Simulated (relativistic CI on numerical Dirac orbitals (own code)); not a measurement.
# Co: the cost of one run

The numbers are computed with relativistic CI on numerical Dirac orbitals (own code) version 3 (charge-transfer multiplet model of a cubic metal-ligand cluster with up to 2 ligand holes, Slater and spin-orbit integrals from Dirac-Coulomb-Breit ions, Slater integrals scaled by 0.8), except any that are marked as measured or tabulated.

**1. The atom as given**

| Property | Result |
| --- | --- |
| ion | Co³⁺ (Co IV) |
| nuclear charge | 27 |
| electrons | 24 |
| d electrons | 6 |
| ligand holes at most | 2 |
| parameters | in eV; Veg, Vt2g hoppings, tenDq and tenDqL metal and ligand splittings (negative tenDq: tetrahedral), red the scaling of hopping with a core hole |
| temperature | 300 K |
| widths | Lorentz 0.6 eV, Gauss 0.8 eV |

**2. Veg = 1 eV**

Settings of the run:

```ini
cluster ion=Co3+ d6 ligand_holes=2 slater_scale=0.8
Delta=2 Udd=6.5 Upd=7.4 tenDq=-0.5 tenDqL=0 Veg=1 Vt2g=-1.7 red=0.9
spectrum xps 2p T=300 lorentz=0.6 gauss=0.8
```

Started as:

```bash
> python run_levels.py task.json out
```

The settings of every run stand in task.json; they run in order.

What time and memory should one allow on 1 thread of Neoverse-V2, shared host?

About 6.9 s, with a peak of 0.26 GiB.
